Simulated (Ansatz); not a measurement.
Working through the interaction energy of a dimer with the counterpoise correction of CH5B, SMILES BC

With Ansatz 0.2.0, Python API.

The cells in order, each with its output:

In [1]:
```python
import ansatz as az
```

In [2]:
```python
FIRST = [
    ("B", (-0.2201, -0.9003, 0.0519)),
    ("C", (0.1732, 0.6622, -0.0269)),
    ("H", (0.3978, -1.6517, 0.5458)),
    ("H", (-1.2246, -1.183, -0.4325)),
    ("H", (0.3139, 1.0486, 0.9859)),
    ("H", (1.1346, 0.7616, -0.5813)),
    ("H", (-0.5745, 1.2624, -0.543)),
]
SECOND = [
    ("B", (2.1619, -0.9209, 3.0188)),
    ("C", (2.0117, -1.8838, 4.3043)),
    ("H", (1.6119, 0.0139, 2.9002)),
    ("H", (2.9174, -1.2699, 2.2244)),
    ("H", (2.244, -1.3149, 5.2083)),
    ("H", (0.9559, -2.2344, 4.3673)),
    ("H", (2.6536, -2.7619, 4.254)),
]
```

In [3]:
```python
def energy(atoms, ghosts=()):
    molecule = az.Crystal.molecule()
    for symbol, xyz in atoms:
        molecule = molecule.atom(symbol, xyz)
    calc = (
        molecule.calculation()
        .basis(gaussian="def2-SVP")
        .correlation("mp2")
    )
    deck = calc.input()
    if ghosts:
        deck = deck.set(az.key.basis.gaussian.ghost_atoms, [{"symbol": s, "position_ang": list(xyz)} for s, xyz in ghosts])
    return az.Session.from_dict(deck).plan().execute().report["free_energy_ev"]

# ghost atoms carry the functions of the partner
both = energy(FIRST + SECOND)
alone = energy(FIRST) + energy(SECOND)
ghosted = energy(FIRST, SECOND) + energy(SECOND, FIRST)
print(f"dimer {both:.6f} eV")
print(f"interaction, uncorrected   {23.060548 * (both - alone):8.3f} kcal/mol")
print(f"interaction, counterpoise  {23.060548 * (both - ghosted):8.3f} kcal/mol")
print(f"basis-set superposition    {23.060548 * (alone - ghosted):8.3f} kcal/mol")
```
```text
dimer -3571.253428 eV
interaction, uncorrected     -0.737 kcal/mol
interaction, counterpoise    -0.218 kcal/mol
basis-set superposition       0.519 kcal/mol
```

Uncorrected it is -0.737 kcal/mol, with the counterpoise correction -0.218 kcal/mol; the difference, 0.519 kcal/mol, is the superposition error.

Reading the output:
- Total energies depend on the basis set; only differences at equal settings carry meaning.
- The dimer is a generated trial pose of unrelaxed monomers, not a minimum, so the figure is no binding energy, and the basis set is small.
- Wall time of the script: 2.9 s on 1 thread of Arm Neoverse V2, with other jobs on the host, peak memory 0.22 GiB.
